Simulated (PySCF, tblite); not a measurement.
# C19H17PS: NMR shifts, part 2 of 2

tblite 0.8.0 and PySCF 2.14.0. Atoms count from 0. Earlier steps stand in the parts before.

### Step 5. NMR shifts: GIAO KT3/pcSseg-2

The job: settings as JSON, then the geometry in Å.

```
{"job": {"kind": "nmr", "xc": "KT3", "basis": "pcSseg-2", "pop": false}, "charge": 0, "multiplicity": 1}
S     -1.210296     1.279643     3.647603
P     -0.563439     0.792714     1.867697
C      1.254451     0.428516     1.928943
C      1.898665    -0.031093     0.659737
C      2.165441     0.865825    -0.383817
C      2.693083     0.413455    -1.590997
C      2.972926    -0.941065    -1.772753
C      2.730270    -1.839066    -0.734232
C      2.196537    -1.386214     0.469954
C     -1.351456    -0.681782     1.138610
C     -2.339117    -1.327050     1.888913
C     -2.954459    -2.475581     1.395486
C     -2.585851    -2.986393     0.152192
C     -1.601278    -2.346440    -0.600418
C     -0.982726    -1.197238    -0.113996
C     -0.717279     2.147717     0.652030
C     -0.205055     3.393454     1.040785
C     -0.256297     4.476099     0.169243
C     -0.839775     4.331847    -1.090960
C     -1.380911     3.105446    -1.467762
C     -1.321782     2.014487    -0.600189
H      1.340106    -0.319639     2.731113
H      1.695447     1.362497     2.311581
H      1.944645     1.927741    -0.252682
H      2.889128     1.126199    -2.395628
H      3.387262    -1.294335    -2.719964
H      2.953930    -2.900754    -0.863093
H      1.991148    -2.096190     1.275280
H     -2.609367    -0.908924     2.863299
H     -3.726221    -2.973453     1.987149
H     -3.067882    -3.887887    -0.234023
H     -1.307488    -2.744203    -1.574582
H     -0.213706    -0.709852    -0.714903
H      0.211436     3.513157     2.045037
H      0.149066     5.442101     0.479317
H     -0.884480     5.183452    -1.773996
H     -1.857704     2.992747    -2.444259
H     -1.757577     1.061347    -0.903023
```

Method: GIAO KT3/pcSseg-2 NMR shielding, non-relativistic, gas phase.

Output:

```text
nearly dependent basis: matrix products in double precision
start: PBE on a coarse grid of 32393 points
cycle   1  E = -1472.6008520639  dE =  2.880e+00  |g| = 9.328e-01  |ddm| = 5.780e+00
cycle   2  E = -1472.3004056649  dE =  3.004e-01  |g| = 1.430e+00  |ddm| = 5.703e+00
cycle   3  E = -1472.8029454240  dE = -5.025e-01  |g| = 3.516e-01  |ddm| = 4.757e+00
cycle   4  E = -1472.8282907102  dE = -2.535e-02  |g| = 1.851e-01  |ddm| = 1.687e+00
cycle   5  E = -1472.8374073299  dE = -9.117e-03  |g| = 5.428e-02  |ddm| = 4.785e-01
cycle   6  E = -1472.8381130753  dE = -7.057e-04  |g| = 1.685e-02  |ddm| = 1.729e-01
cycle   7  E = -1472.8381705858  dE = -5.751e-05  |g| = 7.575e-03  |ddm| = 5.043e-02
final grid: 291014 points
cycle   8  E = -1491.7723746571  dE = -8.526e-02  |g| = 2.159e-01  |ddm| = 7.825e+00
cycle   9  E = -1491.7710755369  dE =  1.299e-03  |g| = 1.459e-01  |ddm| = 7.199e-01
cycle  10  E = -1491.7731911387  dE = -2.116e-03  |g| = 7.540e-02  |ddm| = 7.335e-01
cycle  11  E = -1491.7750655398  dE = -1.874e-03  |g| = 1.693e-02  |ddm| = 2.812e-01
cycle  12  E = -1491.7751359263  dE = -7.039e-05  |g| = 6.297e-03  |ddm| = 3.717e-02
cycle  13  E = -1491.7751443657  dE = -8.439e-06  |g| = 3.280e-03  |ddm| = 2.801e-02
cycle  14  E = -1491.7751472260  dE = -2.860e-06  |g| = 1.025e-03  |ddm| = 1.705e-02
cycle  15  E = -1491.7751475041  dE = -2.781e-07  |g| = 2.525e-04  |ddm| = 2.532e-03
cycle  16  E = -1491.7751475189  dE = -1.478e-08  |g| = 1.199e-04  |ddm| = 8.344e-04
cycle  17  E = -1491.7751475230  dE = -4.048e-09  |g| = 2.797e-05  |ddm| = 2.149e-04
converged SCF energy = -1491.7751475230

GIAO shielding tensors (ppm)
atom      isotropic    diamagn.    paramagn.     s11        s22        s33       span
  0 S      700.550    1061.939    -361.389    630.018    681.309    790.323    160.306
  1 P      295.943     968.888    -672.945    202.267    255.081    430.481    228.214
  2 C      125.499     253.304    -127.805    103.365    118.689    154.443     51.078
  3 C       48.788     272.317    -223.528    -46.270     25.027    167.609    213.879
  4 C       54.385     271.309    -216.924    -44.855     42.621    165.389    210.243
  5 C       55.811     262.304    -206.493    -48.083     47.552    167.963    216.046
  6 C       56.797     261.314    -204.517    -46.074     46.497    169.968    216.041
  7 C       55.365     260.548    -205.183    -47.570     45.753    167.914    215.484
  8 C       51.116     268.367    -217.251    -50.376     47.827    155.896    206.272
  9 C       56.462     272.730    -216.268    -32.305     36.404    165.288    197.593
 10 C       46.418     259.101    -212.683    -60.311     24.085    175.480    235.791
 11 C       54.576     256.727    -202.150    -49.104     45.160    167.673    216.777
 12 C       52.657     260.100    -207.443    -51.904     41.104    168.771    220.675
 13 C       58.772     263.616    -204.844    -42.355     50.730    167.942    210.296
 14 C       49.653     276.235    -226.582    -47.668     27.982    168.644    216.312
 15 C       46.360     275.756    -229.396    -36.373     13.020    162.433    198.806
 16 C       49.645     261.710    -212.065    -55.590     31.415    173.110    228.699
 17 C       54.289     258.236    -203.947    -49.822     44.749    167.941    217.763
 18 C       53.476     257.966    -204.490    -49.082     40.770    168.740    217.821
 19 C       56.878     261.065    -204.187    -44.294     46.887    168.040    212.334
 20 C       52.614     267.950    -215.337    -48.259     35.165    170.935    219.195
 21 H       28.180      34.387      -6.207     24.486     29.207     30.847      6.361
 22 H       27.280      34.735      -7.455     24.880     27.117     29.842      4.963
 23 H       25.160      43.957     -18.797     20.928     23.514     31.039     10.111
 24 H       24.487      33.057      -8.571     20.809     23.956     28.696      7.887
 25 H       24.217      28.361      -4.144     21.020     25.244     26.388      5.368
 26 H       24.255      30.052      -5.797     21.261     24.461     27.043      5.782
 27 H       24.743      38.029     -13.286     21.007     23.481     29.741      8.734
 28 H       22.568      33.235     -10.667     16.529     20.213     30.962     14.433
 29 H       23.784      23.801      -0.017     19.977     24.262     27.113      7.136
 30 H       23.978      26.018      -2.039     20.470     24.698     26.767      6.297
 31 H       24.493      37.690     -13.197     20.622     23.818     29.039      8.417
 32 H       25.667      53.029     -27.362     20.031     25.950     31.021     10.990
 33 H       22.783      33.868     -11.085     17.332     21.041     29.977     12.645
 34 H       23.758      23.869      -0.111     20.273     23.911     27.089      6.816
 35 H       23.972      23.308       0.664     20.761     24.913     26.243      5.481
 36 H       24.311      32.676      -8.365     20.605     24.394     27.935      7.330
 37 H       24.240      44.065     -19.825     18.880     21.957     31.885     13.005
```

It took 79 s on 4 threads of Arm Neoverse V2, shared host; peak memory 3.1 GiB.

### Step 6. NMR shifts: GIAO PBE0/pcSseg-1 in chloroform

The job, as its differences from that of step 5:

```diff
@@ -1,2 +1,2 @@
-{"job": {"kind": "nmr", "xc": "KT3", "basis": "pcSseg-2", "pop": false}, "charge": 0, "multiplicity": 1}
+{"job": {"kind": "nmr", "xc": "PBE0", "basis": "pcSseg-1", "pop": false, "solvent": "chloroform"}, "charge": 0, "multiplicity": 1}
 S     -1.210296     1.279643     3.647603
```

Level: GIAO PBE0/pcSseg-1 NMR shielding, non-relativistic, IEF-PCM chloroform.

Output:

```text
start: PBE on a coarse grid of 32393 points
cycle   1  E = -1472.0837046236  dE =  2.925e+00  |g| = 8.496e-01  |ddm| = 6.672e+00
cycle   2  E = -1471.8700487533  dE =  2.137e-01  |g| = 1.257e+00  |ddm| = 2.569e+00
cycle   3  E = -1472.2591796935  dE = -3.891e-01  |g| = 3.068e-01  |ddm| = 1.972e+00
cycle   4  E = -1472.2844635384  dE = -2.528e-02  |g| = 1.085e-01  |ddm| = 6.326e-01
cycle   5  E = -1472.2875499582  dE = -3.086e-03  |g| = 3.400e-02  |ddm| = 1.664e-01
cycle   6  E = -1472.2878303053  dE = -2.803e-04  |g| = 1.052e-02  |ddm| = 5.468e-02
cycle   7  E = -1472.2878534983  dE = -2.319e-05  |g| = 4.820e-03  |ddm| = 1.545e-02
final grid: 291014 points
cycle   8  E = -1472.5832404449  dE = -1.225e-02  |g| = 5.391e-02  |ddm| = 6.888e-01
cycle   9  E = -1472.5830562650  dE =  1.842e-04  |g| = 5.838e-02  |ddm| = 1.603e-01
cycle  10  E = -1472.5839863817  dE = -9.301e-04  |g| = 1.408e-02  |ddm| = 1.153e-01
cycle  11  E = -1472.5840351373  dE = -4.876e-05  |g| = 4.498e-03  |ddm| = 2.525e-02
cycle  12  E = -1472.5840402713  dE = -5.134e-06  |g| = 1.037e-03  |ddm| = 5.899e-03
cycle  13  E = -1472.5840383757  dE =  1.896e-06  |g| = 4.840e-04  |ddm| = 1.679e-03
cycle  14  E = -1472.5840405443  dE = -2.169e-06  |g| = 1.033e-04  |ddm| = 5.976e-04
cycle  15  E = -1472.5840383163  dE =  2.228e-06  |g| = 3.104e-05  |ddm| = 1.665e-04
converged SCF energy = -1472.5840383163

GIAO shielding tensors (ppm)
atom      isotropic    diamagn.    paramagn.     s11        s22        s33       span
  0 S      740.909    1060.236    -319.327    683.362    721.536    817.828    134.466
  1 P      284.698     965.238    -680.540    198.359    257.069    398.666    200.307
  2 C      131.315     253.470    -122.155    109.677    125.868    158.401     48.725
  3 C       46.123     263.500    -217.377    -59.313     22.864    174.818    234.131
  4 C       49.033     253.436    -204.403    -57.756     33.130    171.724    229.480
  5 C       50.361     254.825    -204.464    -60.761     35.710    176.134    236.895
  6 C       50.792     255.623    -204.832    -59.191     33.578    177.988    237.178
  7 C       49.831     255.028    -205.197    -60.682     33.955    176.219    236.901
  8 C       45.504     252.363    -206.858    -63.707     36.757    163.462    227.168
  9 C       54.550     269.406    -214.857    -41.979     34.444    171.185    213.164
 10 C       42.620     247.512    -204.891    -71.916     19.245    180.532    252.448
 11 C       49.720     254.422    -204.702    -60.668     33.174    176.654    237.322
 12 C       46.022     255.640    -209.618    -65.782     26.965    176.884    242.666
 13 C       52.859     254.446    -201.586    -55.837     37.993    176.422    232.259
 14 C       44.407     257.082    -212.675    -60.372     17.039    176.555    236.928
 15 C       44.589     269.462    -224.873    -46.236     11.999    168.006    214.241
 16 C       44.646     250.571    -205.926    -68.437     22.721    179.654    248.091
 17 C       48.571     253.915    -205.344    -62.743     31.972    176.484    239.227
 18 C       46.548     255.020    -208.472    -63.476     26.169    176.949    240.425
 19 C       51.509     253.608    -202.100    -56.784     34.654    176.656    233.440
 20 C       47.253     253.761    -206.508    -61.423     24.927    178.256    239.680
 21 H       28.106      33.093      -4.987     23.984     28.650     31.685      7.701
 22 H       27.332      33.212      -5.880     24.441     26.844     30.711      6.270
 23 H       25.023      35.907     -10.885     20.333     23.687     31.048     10.715
 24 H       24.068      31.442      -7.375     20.073     23.713     28.417      8.344
 25 H       23.750      29.723      -5.973     20.278     25.087     25.885      5.607
 26 H       23.776      30.102      -6.326     20.550     24.037     26.741      6.192
 27 H       24.345      33.829      -9.484     20.639     22.723     29.673      9.033
 28 H       22.514      33.347     -10.833     15.930     20.563     31.049     15.119
 29 H       23.345      27.712      -4.367     19.146     24.176     26.712      7.566
 30 H       23.454      28.672      -5.217     19.642     24.582     26.139      6.497
 31 H       23.994      33.506      -9.512     19.711     23.565     28.707      8.996
 32 H       25.750      38.481     -12.731     19.788     26.285     31.176     11.387
 33 H       22.539      32.817     -10.279     16.889     20.547     30.180     13.291
 34 H       23.227      27.598      -4.371     19.368     23.571     26.742      7.374
 35 H       23.410      27.503      -4.094     19.918     24.765     25.546      5.628
 36 H       23.806      31.266      -7.461     19.785     24.029     27.603      7.817
 37 H       24.086      35.314     -11.228     18.345     22.062     31.851     13.507
```

Wall time 34 s (4 threads of Arm Neoverse V2, shared host); peak memory 2.6 GiB.

### Step 7. Outcome

What follows sums up all 2 parts.

| quantity | value |
| --- | --- |
| point group | C1 |
| rotational constants (main isotopes) | 0.29, 0.27, 0.20 GHz |
| ¹³C shifts against TMS (PBE0/pcSseg-2, means over atoms taken as alike) | 144.5, 144.4, 141.6, 140.7, 140.5, 137.6, 136.8, 136.2, 56.1 ppm |
| ¹H shifts against TMS (PBE0/pcSseg-2, means over atoms taken as alike) | 7.80, 7.71, 7.56, 7.43, 7.26, 6.62, 3.62 ppm |
| ³³S shifts against CS2 (PBE0/pcSseg-2) | -211 ppm |
| ³¹P shifts against H3PO4 (PBE0/pcSseg-2) | 28.6 ppm |
| measured, and computed on the same scale | P1 δ 42.8, 28.6 ppm |

**Reading.** The optimisation took 13 steps and gained 0.126 eV; among the close pairs (by a distance rule), S0–P1 changed most, from 1.940 to 1.955 Å (PBE0/def2-SVP). No frequency check was run at this level, so the end point may be a saddle. The one measured ³¹P shift is missed by -14.2 ppm (computed less measured, unscaled). Vibration, temperature and solvent are missing from the calculation, and it holds one conformer, so part of the miss against the measured shifts is not the functional's. NICS(1)zz of -29 ppm above the planar ring from C3 marks a diatropic (aromatic) ring current. NICS(1)zz of -29 ppm above the planar ring from C9 marks a diatropic (aromatic) ring current.
